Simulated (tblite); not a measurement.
# C4H12NPSi3: the cost of one run

The runs use tblite 0.8.0 and PySCF 2.14.0, with density-fitted response routines of our own; the level of theory stands in each step. All values are computed, except where a source is named. Atoms are numbered from 0 throughout.

### 1 The molecule as given

21 atoms, charge 0, multiplicity 1; geometry from: force field or distance geometry start.

Bonds of the start (Å): C0–C1 1.19, C1–Si2 1.88, Si2–P3 2.21, P3–Si4 2.20, Si4–C5 1.85, P3–Si6 2.19, Si6–N7 1.73, N7–C8 1.29, C0–H9 1.07, Si2–H10 1.48, Si2–H11 1.48, Si4–H12 1.48, Si4–H13 1.48, C5–H14 1.09, C5–H15 1.10, C5–H16 1.09, Si6–H17 1.48, Si6–H18 1.49, C8–H19 1.10, C8–H20 1.12.

### 2 Relaxing the molecule with GFN2-xTB

Job settings and geometry (Å):

```
{"job": {"kind": "relax", "xc": "GFN2-xTB", "basis": "xTB"}, "charge": 0, "multiplicity": 1}
C      0.491000     4.084600     1.720300
C      0.963900     3.096200     1.248600
Si     1.724600     1.534800     0.538300
P      0.233400     0.633000    -0.814300
Si     1.407300    -1.188500    -1.201200
C      0.462100    -2.375800    -2.256000
Si    -0.963000    -0.197700     0.814500
N     -2.168700    -1.183400     0.063300
C     -3.226600    -0.583700    -0.354700
H      0.046800     4.972000     2.133100
H      2.911600     1.884800    -0.266000
H      2.117200     0.603700     1.615900
H      2.616800    -0.751500    -1.932700
H      1.868600    -1.819700     0.049700
H      1.087000    -3.223700    -2.525200
H     -0.416000    -2.765000    -1.722500
H      0.126300    -1.905700    -3.179600
H     -0.184800    -1.036800     1.759300
H     -1.659300     0.891500     1.545700
H     -4.022700    -1.164600    -0.838700
H     -3.424500     0.512400    -0.263500
```

Run with:

```console
$ OMP_NUM_THREADS=1 python probes_run.py task.json out
```

One launch serves the whole session: the jobs run in the order shown.

Q: Estimate the wall time and peak memory of this first job on 1 thread of Arm Neoverse N1, shared host.

About 3.3 s, with a peak of 0.18 GiB.
